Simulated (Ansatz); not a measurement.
Rb2NaSbCl6, space group Fm-3m, a single point from an input typed as a dict

Computed with the Python package of Ansatz (0.2.0).

Interactive session:
```pycon
>>> import ansatz as az
>>> settings = {
...     "crystal": {
...         "lattice": [
...             [0.0, 5.424014, 5.424014],
...             [5.424014, 0.0, 5.424014],
...             [5.424014, 5.424014, 0.0],
...         ],
...         "atoms": [
...             {"symbol": "Rb", "position": [0.75, 0.75, 0.75]},
...             {"symbol": "Rb", "position": [0.25, 0.25, 0.25]},
...             {"symbol": "Na", "position": [0.5, 0.5, 0.5]},
...             {"symbol": "Sb", "position": [0.0, 0.0, 0.0]},
...             {"symbol": "Cl", "position": [0.754937, 0.245063, 0.245063]},
...             {"symbol": "Cl", "position": [0.245063, 0.245063, 0.754937]},
...             {"symbol": "Cl", "position": [0.245063, 0.754937, 0.754937]},
...             {"symbol": "Cl", "position": [0.245063, 0.754937, 0.245063]},
...             {"symbol": "Cl", "position": [0.754937, 0.245063, 0.754937]},
...             {"symbol": "Cl", "position": [0.754937, 0.754937, 0.245063]},
...         ],
...     },
...     "kpoints": {"mp_grid": {"kspacing": 0.4}},
...     "hamiltonian": {"xc": "pbesol"},
...     "scf": {"occupations": {"method": "fixed"}},
...     "basis": {"ecutwfc": 470},
...     "output": {"forces": True, "stress": True, "eigenvalues": True},
... }
>>> done = az.Session.from_dict(settings).plan().execute()

>>> r = done.report
>>> r["kweights"]
[0.037037037037037035, 0.2962962962962963, 0.2222222222222222, 0.4444444444444444]
>>> n_atoms = len(r["lattice"]["sites"])
>>> print("F =", round(r["free_energy_ev"], 4), "eV for", n_atoms, "atoms")
F = -20697.7691 eV for 10 atoms
>>> print("E(sigma -> 0) =", round(r["energy_sigma0_ev"], 4), "eV, TS =", round(r["entropy_ts_ev"], 5), "eV")
E(sigma -> 0) = -20697.7691 eV, TS = 0.0 eV
>>> print("closed by", r["closed_by"], "after", r["n_iterations"], "iterations")
closed by deck_thresholds after 6 iterations
>>> fermi = r["fermi_energy_ev"]
>>> print("levels less the Fermi level (eV) at the first k-points")
levels less the Fermi level (eV) at the first k-points
>>> for k, levels in list(zip(r["kpoints_frac"], r["eigenvalues_ev"]))[:4]:
...     print("k = ({:.3f}, {:.3f}, {:.3f})".format(*k))
...     print("   ", " ".join(f"{e - fermi:.3f}" for e in levels))
...
k = (0.000, 0.000, 0.000)
    -49.833 -28.686 -28.686 -28.678 -28.678 -28.678 -25.476 -25.475 -21.925 -21.925 -21.925 -14.197 -13.618 -13.618 -13.618 -13.408 -13.408 -9.567 -9.567 -9.567 -9.544 -9.544 -9.544 -8.296 -3.794 -3.794 -3.794 -2.364 -2.364 -2.364 -1.825 -1.825 -1.458 -1.458 -1.458 -1.359 -1.359 -1.359 -0.952 -0.952 -0.952 -0.916 3.413 3.413 3.413 4.137 5.739 5.979
k = (0.000, 0.000, 0.333)
    -49.833 -28.686 -28.686 -28.678 -28.678 -28.678 -25.476 -25.475 -21.925 -21.925 -21.925 -14.139 -13.703 -13.594 -13.594 -13.438 -13.438 -9.556 -9.556 -9.544 -9.544 -9.543 -9.533 -8.209 -4.007 -3.610 -3.610 -2.342 -2.250 -2.250 -2.037 -2.037 -1.883 -1.699 -1.699 -1.348 -1.325 -1.325 -1.136 -1.136 -1.080 -0.291 3.126 3.872 3.872 4.929 5.991 6.466
k = (0.000, 0.333, 0.333)
    -49.833 -28.686 -28.686 -28.678 -28.678 -28.678 -25.476 -25.475 -21.925 -21.925 -21.925 -14.126 -13.636 -13.625 -13.625 -13.498 -13.406 -9.552 -9.552 -9.541 -9.539 -9.539 -9.535 -8.186 -3.725 -3.725 -3.698 -2.480 -2.418 -2.083 -2.083 -1.887 -1.830 -1.608 -1.608 -1.560 -1.424 -1.424 -1.343 -1.343 -0.960 -0.152 3.696 3.696 3.817 5.160 6.398 6.429
k = (0.000, 0.333, -0.333)
    -49.833 -28.686 -28.686 -28.678 -28.678 -28.678 -25.475 -25.475 -21.925 -21.925 -21.925 -14.100 -13.696 -13.626 -13.598 -13.473 -13.436 -9.546 -9.545 -9.541 -9.539 -9.536 -9.535 -8.156 -3.884 -3.646 -3.563 -2.393 -2.318 -2.246 -2.157 -2.039 -1.725 -1.676 -1.646 -1.615 -1.542 -1.404 -1.352 -1.255 -1.111 0.000 3.479 3.913 4.020 5.912 6.054 6.618
```

Caveats:
- Absolute energies stand on the zero of these potentials, so only differences at equal settings mean something. A total without «per atom» is that of the cell as typed.
- The computed bands are complete only to about 6.0 eV above the Fermi level.
- The Fermi level of a run with fixed occupations marks the highest occupied state on its mesh, not mid-gap.
- This cell is a computed structure, which may not be the phase found in nature.
- Gaps and levels are Kohn-Sham values on a finite set of k-points, without spin-orbit coupling.
- Timing: 6.5 s on 1 thread of Arm Neoverse V1 (shared host), peak memory 0.65 GiB.

(Lines on the test bed's own set-up are left out of the output.)
